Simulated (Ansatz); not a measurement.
# OH (SMILES [OH]): UBHLYP/aug-cc-pVTZ

Aim: the electronic atomisation energy of OH at UBHLYP/aug-cc-pVTZ, from 3 runs. 

The results are computed with Ansatz 0.2.0.

28 further runs of the same task are left out: 28 set aside as unsound or not needed.

## (1) The structure to begin with

OH has 2 atoms, charge 0, and is taken as a doublet. SMILES: `[OH]`. Geometry: relaxed at PBE0-D4/def2-TZVP.

Bond lengths: O1–H2 0.973 Å.

## (2) The energy at UBHLYP/aug-cc-pVTZ

Contents of run.yaml:

```yaml
crystal:
  periodic: [false, false, false]
  atoms:
    - symbol: O
      position_ang: [0.415880, -0.133150, 0.214550]
    - symbol: H
      position_ang: [-0.415880, 0.133150, -0.214550]
basis:
  gaussian: {orbitals: aug-cc-pVTZ}
magnetization: {spin_polarized: true, initial_magnetization: 1}
hamiltonian: {xc: {name: BHLYP}}
accuracy: high
output: {orbitals: {seedname: orbitals}}
```

Launch:

```console
$ ansatz run run.yaml --threads 1 --pin off --max-ram 3480MiB --events-out events.jsonl --progress --plain --runs-dir runs
```

Output:

```text
Warning: RAYON_NUM_THREADS=1 ignored (pool sized by the plan → 1); use --threads N
Functional definition: BHLYP
  name "BHLYP"
  parameter a = 0.5
  exchange = (1 - a)*b88_x + a*exact_x
  correlation = lyp_c
899 factors; integrals over basis functions are off by at most 3.0e-9 eV
mean field evaluation 1: about -2060.0329 eV, gradient 1.6e1 eV
mean field evaluation 2: about -2060.2145 eV, gradient 1.4e1 eV
mean field evaluation 4: about -2060.8756 eV, gradient 1.2e-1 eV
mean field evaluation 8: about -2060.8760 eV, gradient 2.6e-3 eV
mean field evaluation 16: about -2060.8760 eV, gradient 2.0e-7 eV
mean field -2060.87600554 eV, -75.7357962918 hartree, gradient 2.8e-8 eV, S^2 0.753494; 0 other end points of the search recorded, 0 dependent functions left out
reference -2060.87602450 eV, -75.7357969884 hartree; 5, 4 occupied and 64, 65 virtual orbitals, 899 factors
Total energy: -2060.87602450 eV, -75.7357969884 hartree
```

Run time: 1.5 s. Hardware: 1 thread of Arm Neoverse V2, shared host; peak memory 0.12 GiB.

## (3) The H atom

Contents of input.yaml:

```yaml
crystal:
  periodic: [false, false, false]
  atoms:
    - {symbol: H, position_ang: [0.000000, 0.000000, 0.000000]}
basis:
  gaussian: {orbitals: aug-cc-pVTZ}
accuracy: high
magnetization: {spin_polarized: true, initial_magnetization: 1}
hamiltonian: {xc: {name: BHLYP}}
```

Launch:

```console
$ ansatz run input.yaml --threads 1 --pin off --max-ram 3480MiB --events-out events.jsonl --progress --plain --runs-dir runs
```

Output:

```text
Warning: RAYON_NUM_THREADS=1 ignored (pool sized by the plan → 1); use --threads N
Functional definition: BHLYP
  name "BHLYP"
  parameter a = 0.5
  exchange = (1 - a)*b88_x + a*exact_x
  correlation = lyp_c
183 factors; integrals over basis functions are off by at most 1.9e-9 eV
mean field evaluation 1: about -13.5546 eV, gradient 8.5e-1 eV
mean field evaluation 2: about -13.5672 eV, gradient 1.7e-1 eV
mean field evaluation 4: about -13.5677 eV, gradient 5.4e-3 eV
mean field evaluation 8: about -13.5677 eV, gradient 9.2e-6 eV
mean field -13.56768709 eV, -0.4986033040 hartree, gradient 2.8e-9 eV, S^2 0.750000; 0 other end points of the search recorded, 0 dependent functions left out
reference -13.56770710 eV, -0.4986040396 hartree; 1, 0 occupied and 22, 23 virtual orbitals, 183 factors
Total energy: -13.56770710 eV, -0.4986040396 hartree
```

Wall time 0.18 s (1 thread of Arm Neoverse V2, shared host).

## (4) The O atom at the same level

Contents of input.yaml:

```yaml
crystal:
  periodic: [false, false, false]
  atoms:
    - {symbol: O, position_ang: [0.000000, 0.000000, 0.000000]}
basis:
  gaussian:
    orbitals: aug-cc-pVTZ
magnetization:
  spin_polarized: true
  initial_magnetization: 2
hamiltonian:
  xc: {name: BHLYP}
accuracy: high
total_charge: 0
```

Run the same way, it converges to -75.07460 Eh (log not shown).

## (5) Summary of results

Level: UBHLYP/aug-cc-pVTZ.

| quantity | value |
| --- | --- |
| molecule: total energy | -75.73580 Eh |
| molecule: HOMO energy (highest over α and β) | -11.11 eV |
| molecule: LUMO energy (lowest over α and β) | -2.52 eV |
| molecule: ⟨S²⟩ | 0.753 |
| H atom: total energy | -0.49860 Eh |
| H atom: ⟨S²⟩ | 0.750 |
| O atom: total energy | -75.07460 Eh |
| O atom: ⟨S²⟩ | 2.005 |
| electronic atomisation energy | 4.424 eV |

Taking the molecule apart into free atoms costs 4.42 eV (102 kcal/mol), before zero-point energy and without spin-orbit coupling.
